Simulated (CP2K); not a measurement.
**PBE/DZVP-MOLOPT-SR-GTH (core potential) run of CH5BOSi (SMILES B[SiH2]C=O)**

Aim: the vertical singlet–triplet gap of CH5BOSi at PBE/DZVP-MOLOPT-SR-GTH (core potential), from 2 runs. 

The calculation is run with CP2K 2026.2.

1 further run of the same task is left out (set aside as unsound or not needed).

### 1 The molecule

The species is CH5BOSi (9 atoms), meant as a singlet with charge 0. As SMILES, `B[SiH2]C=O`. The shape is that of a PBE0-D4/def2-TZVP optimisation. This is one conformer, not always the lowest.

Bond lengths: B1–Si2 2.006 Å, Si2–C3 1.933 Å, C3–O4 1.202 Å, B1–H5 1.196 Å, B1–H6 1.194 Å, Si2–H7 1.484 Å, Si2–H8 1.495 Å, C3–H9 1.118 Å. Some angles: B1–Si2–C3 108.4°, Si2–C3–O4 123.6°, B1–Si2–H7 117.0°, B1–Si2–H8 106.3°, C3–Si2–H7 108.9°, C3–Si2–H8 105.6°, Si2–B1–H5 119.1°, Si2–B1–H6 123.0°, Si2–C3–H9 116.8°, O4–C3–H9 119.6°.

### 2 A single-point energy at PBE/DZVP-MOLOPT-SR-GTH (core potential)

Input file job.inp:

```
&force_eval
 method Quickstep
 &dft
  basis_set_file_name BASIS_MOLOPT
  potential_file_name GTH_POTENTIALS
  charge 0
  multiplicity 1
  ! Quickstep
  &qs
   method GPW
   eps_default 1.0E-10
  &end
  &mgrid
   cutoff 400
   rel_cutoff 50
   ngrids 4
  &end
  &poisson
   periodic NONE
   poisson_solver MULTIPOLE
  &end
  ! self-consistent field
  &scf
   scf_guess ATOMIC
   eps_scf 1.0E-06
   max_scf 40
   &ot ON
    minimizer DIIS
    preconditioner FULL_SINGLE_INVERSE
   &end
   &outer_scf
    eps_scf 1.0E-06
    max_scf 8
   &end
  &end
  ! functional
  &xc
   &xc_functional PBE
   &end
  &end
  ! extra output
  &print
   &moments
    periodic F
    reference COM
    max_moment 1
   &end
   &mo_cubes
    nlumo 5
    nhomo -1
    write_cube F
   &end
   &hirshfeld OFF
   &end
  &end
 &end
 &subsys
  ! vacuum box
  &cell
   abc [angstrom] 11 10.3 11.2
   periodic NONE
  &end
  &coord
   B      4.599650     5.870750     4.237450
   Si     6.160550     4.814750     4.924050
   C      5.880350     4.467050     6.805050
   O      6.572550     4.922350     7.676350
   H      3.492150     5.538950     4.543550
   H      4.720950     6.820150     3.523650
   H      7.507850     5.408350     4.739850
   H      6.091750     3.479850     4.254650
   H      5.010550     3.818350     7.073450
  &end
  &kind B
   basis_set DZVP-MOLOPT-SR-GTH-q3
   potential GTH-PBE-q3
  &end
  &kind Si
   basis_set DZVP-MOLOPT-SR-GTH-q4
   potential GTH-PBE-q4
  &end
  &kind C
   basis_set DZVP-MOLOPT-SR-GTH-q4
   potential GTH-PBE-q4
  &end
  &kind O
   basis_set DZVP-MOLOPT-SR-GTH-q6
   potential GTH-PBE-q6
  &end
  &kind H
   basis_set DZVP-MOLOPT-SR-GTH-q1
   potential GTH-PBE-q1
  &end
 &end
&end
&global
 project_name job
 run_type ENERGY
 print_level MEDIUM
&end
```

Command:

```console
OMP_NUM_THREADS=1 cp2k.psmp job.inp > job.out
```

What it wrote:

```text
CP2K| version string:                                       CP2K version 2026.2
[...]
 GLOBAL| Method name                                                        CP2K
[...]
 GLOBAL| Run type                                                         ENERGY
[...]
 DFT| Spin restricted Kohn-Sham (RKS) calculation                            RKS
 DFT| Multiplicity                                                             1
[...]
 DFT| Charge                                                                   0
[...]
 FUNCTIONAL| PBE:
 QS| Method:                                                                 GPW
[...]
 QS| Density cutoff [a.u.]:                                                200.0
[...]
 QS| Relative density cutoff [a.u.]:                                        25.0
[...]
                             - Atoms:                                          9
[...]
                             - Spherical basis functions:                     77
[...]
 Number of electrons:                                                         22
[...]
     1 OT DIIS     0.80E-01    1.3     0.17078775       -29.5917413240 -2.96E+01
[...]
    40 OT DIIS     0.80E-01    1.4     0.00000090       -31.3232676310 -1.82E-10
  *** SCF run converged in    40 steps ***
[...]
  Overlap energy of the core charge distribution:               0.00000378393879
  Self energy of the core charge distribution:                -78.23101621194709
  Core Hamiltonian energy:                                     22.55192722491410
  Hartree energy:                                              33.52717638223113
  Exchange-correlation energy:                                 -9.17135881013296
  Total energy:                                               -31.32326763099602
[...]
                     Mulliken Population Analysis
 #  Atom  Element  Kind  Atomic population                           Net charge
       1     B        1          3.136382                             -0.136382
       2     Si       2          4.046903                             -0.046903
       3     C        3          3.968547                              0.031453
       4     O        4          6.203987                             -0.203987
       5     H        5          0.923834                              0.076166
       6     H        5          0.923044                              0.076956
       7     H        5          0.939262                              0.060738
       8     H        5          0.931175                              0.068825
       9     H        5          0.926866                              0.073134
 # Total charge                             22.000000                 -0.000000
[...]
  Dipole moment [Debye]
    X= -0.1189753E+01 Y= -0.6372766E+00 Z= -0.1569350E+01  Total=      2.0699011
[...]
 HOMO - LUMO gap [eV] :    2.058886
 ENERGY| Total FORCE_EVAL ( QS ) energy [hartree]            -31.323267630996021
[...]
```

Run time: 59 s. Hardware: 1 thread of Arm Neoverse V2, shared host; peak memory 0.91 GiB.

### 3 The triplet at the same level

Input file run.inp:

```
&global
   project run
   run_type ENERGY
   print_level MEDIUM
&end global

&force_eval
   method Quickstep
   &dft
      basis_set_file_name BASIS_MOLOPT
      potential_file_name GTH_POTENTIALS
      multiplicity 3
      uks T
      &qs
         method GPW
         eps_default 1.0E-10
      &end qs
      &mgrid
         cutoff 400
         rel_cutoff 50
         ngrids 4
      &end mgrid
      ! isolated system
      &poisson
         periodic NONE
         poisson_solver MULTIPOLE
      &end poisson
      ! self-consistent field
      &scf
         scf_guess ATOMIC
         eps_scf 1.0E-06
         max_scf 30
         &ot
            minimizer DIIS
            preconditioner FULL_ALL
         &end ot
         &outer_scf
            eps_scf 1.0E-06
            max_scf 8
         &end outer_scf
      &end scf
      ! exchange and correlation
      &xc
         &xc_functional PBE
         &end xc_functional
      &end xc
      ! extra output
      &print
         &moments
            periodic F
            reference COM
            max_moment 1
         &end moments
         &mo_cubes
            nlumo 1
            nhomo -1
            write_cube F
         &end mo_cubes
         &hirshfeld OFF
         &end hirshfeld
      &end print
   &end dft
   ! atoms, cell and kinds
   &subsys
      &cell
         abc 11 10.3 11.2
         periodic NONE
      &end cell
      &coord
         B      4.599650     5.870750     4.237450
         Si     6.160550     4.814750     4.924050
         C      5.880350     4.467050     6.805050
         O      6.572550     4.922350     7.676350
         H      3.492150     5.538950     4.543550
         H      4.720950     6.820150     3.523650
         H      7.507850     5.408350     4.739850
         H      6.091750     3.479850     4.254650
         H      5.010550     3.818350     7.073450
      &end coord
      &kind B
         basis_set DZVP-MOLOPT-SR-GTH-q3
         potential GTH-PBE-q3
      &end kind
      &kind Si
         basis_set DZVP-MOLOPT-SR-GTH-q4
         potential GTH-PBE-q4
      &end kind
      &kind C
         basis_set DZVP-MOLOPT-SR-GTH-q4
         potential GTH-PBE-q4
      &end kind
      &kind O
         basis_set DZVP-MOLOPT-SR-GTH-q6
         potential GTH-PBE-q6
      &end kind
      &kind H
         basis_set DZVP-MOLOPT-SR-GTH-q1
         potential GTH-PBE-q1
      &end kind
   &end subsys
&end force_eval
```

Command:

```console
OMP_NUM_THREADS=1 cp2k.psmp -i run.inp > run.out 2>&1
```

What it wrote (excerpt; [...] marks lines left out):

```text
CP2K| version string:                                       CP2K version 2026.2
[...]
 GLOBAL| Method name                                                        CP2K
[...]
 GLOBAL| Run type                                                         ENERGY
[...]
 DFT| Spin unrestricted (spin-polarized) Kohn-Sham calculation               UKS
 DFT| Multiplicity                                                             3
[...]
 DFT| Charge                                                                   0
[...]
 FUNCTIONAL| PBE:
 QS| Method:                                                                 GPW
[...]
 QS| Density cutoff [a.u.]:                                                200.0
[...]
 QS| Relative density cutoff [a.u.]:                                        25.0
[...]
                             - Atoms:                                          9
[...]
                             - Spherical basis functions:                     77
[...]
 Number of electrons:                                                         12
[...]
     1 OT DIIS     0.15E+00    2.2     0.11763786       -29.1382330190 -2.91E+01
[...]
    12 OT DIIS     0.15E+00    2.4     0.00000058       -31.2431018423 -7.12E-10
  *** SCF run converged in    12 steps ***
[...]
  Overlap energy of the core charge distribution:               0.00000378393879
  Self energy of the core charge distribution:                -78.23101621194709
  Core Hamiltonian energy:                                     22.57827698821296
  Hartree energy:                                              33.55539922686020
  Exchange-correlation energy:                                 -9.14576562940364
  Total energy:                                               -31.24310184233877
[...]
                     Mulliken Population Analysis
 #  Atom  Element  Kind  Atomic population (alpha,beta) Net charge  Spin moment
       1     B        1         1.836525     1.408439    -0.244964     0.428086
       2     Si       2         2.122960     1.911078    -0.034038     0.211882
       3     C        3         2.258255     1.755781    -0.014036     0.502474
       4     O        4         3.383132     2.699682    -0.082814     0.683450
[...]
  Dipole moment [Debye]
    X= -0.2399840E-01 Y= -0.1400803E+01 Z=  0.4920517E+00  Total=      1.4849041
[...]
 HOMO - LUMO gap [eV] :    1.283125
 ENERGY| Total FORCE_EVAL ( QS ) energy [hartree]            -31.243101842338767
[...]
```

Wall time 1.8 min (1 thread of Arm Neoverse V2, shared host); peak memory 1.2 GiB.

### 4 Results

At PBE/DZVP-MOLOPT-SR-GTH (core potential):

```
                                        quantity         value
                           singlet: total energy  -31.32327 Eh
                          singlet: dipole moment        2.07 D
                            singlet: HOMO energy      -5.62 eV
                            singlet: LUMO energy      -3.56 eV
                          singlet: HOMO–LUMO gap       2.06 eV
                           triplet: total energy  -31.24310 Eh
                          triplet: dipole moment        1.48 D
     triplet: HOMO energy (highest over α and β)      -3.91 eV
                                   triplet: ⟨S²⟩         2.008
vertical energy of the triplet above the singlet      2.181 eV
```

**Reading.** At this shape the triplet lies 2.18 eV (50 kcal/mol) above the singlet.
